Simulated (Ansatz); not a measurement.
Write a Python script for the Python package of Ansatz (0.2.0) that makes harmonic frequencies at the relaxed geometry of F₃ISn, SMILES [F][Sn]([F])([F])[I]. Use (for the species named): B3LYP, def2-SVP basis, multiplicity 1, D3BJ dispersion.

```json
{"atom": "F", "x (Å)": "-0.8636", "y (Å)": "-0.5423", "z (Å)": "1.7244"}
{"atom": "Sn", "x (Å)": "-0.0009", "y (Å)": "-0.1623", "z (Å)": "0.0313"}
{"atom": "F", "x (Å)": "1.8400", "y (Å)": "-0.6576", "z (Å)": "0.1871"}
{"atom": "F", "x (Å)": "-0.7495", "y (Å)": "-1.1993", "z (Å)": "-1.3815"}
{"atom": "I", "x (Å)": "-0.1761", "y (Å)": "2.4879", "z (Å)": "-0.6027"}
```

`f3isn.py`
```python
'''Vibrations and zero-point energy of F3ISn.'''

import itertools
import logging
import sys

import ansatz as az
from ase.data import atomic_numbers, covalent_radii
import numpy as np

logging.basicConfig(stream=sys.stdout, format='%(levelname)s:%(name)s:%(message)s')
log = logging.getLogger('calc')
log.setLevel(logging.INFO)

GEOMETRY = '''
F    -0.86360   -0.54230    1.72440
Sn   -0.00090   -0.16230    0.03130
F     1.84000   -0.65760    0.18710
F    -0.74950   -1.19930   -1.38150
I    -0.17610    2.48790   -0.60270
'''

mol = az.Crystal.molecule()
for line in GEOMETRY.strip().splitlines():
    symbol, *xyz = line.split()
    mol = mol.atom(symbol, [float(v) for v in xyz])

setup = (
    mol.calculation()
    .basis(gaussian='def2-SVP')
    .functional('b3lyp', dispersion='d3bj')
)
symbols = [site.symbol for site in mol.cartesian_sites]
start = np.array([site.position_ang for site in mol.cartesian_sites], dtype=float)
report = setup.relax(force_tolerance=0.003).run(threads=1).report
end = np.array(report['positions_ang'])

# pairs closer than 1.2 times the sum of covalent radii, before or after
radius = [covalent_radii[atomic_numbers[s]] for s in symbols]
span = lambda where, i, j: np.linalg.norm(where[i] - where[j])
bonded = [(i, j) for i, j in itertools.combinations(range(len(symbols)), 2) if min(span(start, i, j), span(end, i, j)) < 1.2 * (radius[i] + radius[j])]
log.info('pair        before    after (A)')
for i, j in bonded:
    print(f'{symbols[i]}{i}-{symbols[j]}{j}'.ljust(10), f'{span(start, i, j):8.4f} {span(end, i, j):8.4f}')

# same settings at the minimum
minimum = az.Crystal.molecule()
for symbol, place in zip(symbols, end):
    minimum = minimum.atom(symbol, place.tolist())
vibrating = (
    minimum.calculation()
    .basis(gaussian='def2-SVP')
    .functional('b3lyp', dispersion='d3bj')
    .phonons(temperatures=(298.15, 498.15, 100))
)
vib = vibrating.run(threads=1).report['vibrations']
sums = vib['harmonic_sums']
modes = [m['omega_inv_cm'] for m in sums['modes_at_gamma'] if m['rigid_motion'] == 'no']
print('frequencies (1/cm):', ' '.join(f'{w:.0f}' for w in modes))
print('imaginary modes:', sum(w < 0 for w in modes), ' zero-point energy:', round(sums['zero_point_energy_ev'], 4), 'eV')
log.info('T (K)   F_vib (eV)   S_vib (meV/K)   C_vib (meV/K)')
for row in zip(sums['temperatures_k'], sums['vibrational_free_energy_ev'], vib['entropy_ev_per_k'], vib['heat_capacity_ev_per_k']):
    log.info(f'{row[0]:6.1f} {row[1]:11.4f} {1000 * row[2]:13.4f} {1000 * row[3]:15.4f}')
```

```console
$ python f3isn.py
INFO:calc:pair        before    after (A)
F0-Sn1       1.9378   1.9223
Sn1-F2       1.9127   1.9223
Sn1-F3       1.9057   1.9223
Sn1-I4       2.7306   2.6515
frequencies (1/cm): 99 99 165 165 169 232 638 662 662
imaginary modes: 0  zero-point energy: 0.1792 eV
INFO:calc:T (K)   F_vib (eV)   S_vib (meV/K)   C_vib (meV/K)
INFO:calc: 298.1      0.0702        0.7516          0.6116
INFO:calc: 398.1     -0.0145        0.9370          0.6683
INFO:calc: 498.1     -0.1161        1.0907          0.7014
```

Caveats:
- The frequencies are harmonic and unscaled, in a modest basis. The result belongs to the one conformer reached from this start, and soft torsions count as harmonic oscillators.
- def2 sets replace the cores of elements past krypton by effective core potentials.
- b3lyp holds the VWN-RPA fit, as in Gaussian; the form of ORCA and Turbomole is b3lyp5.
- The whole script took 4.7 min on 1 thread of Arm Neoverse N1, with other jobs on the host, peak memory 0.32 GiB.
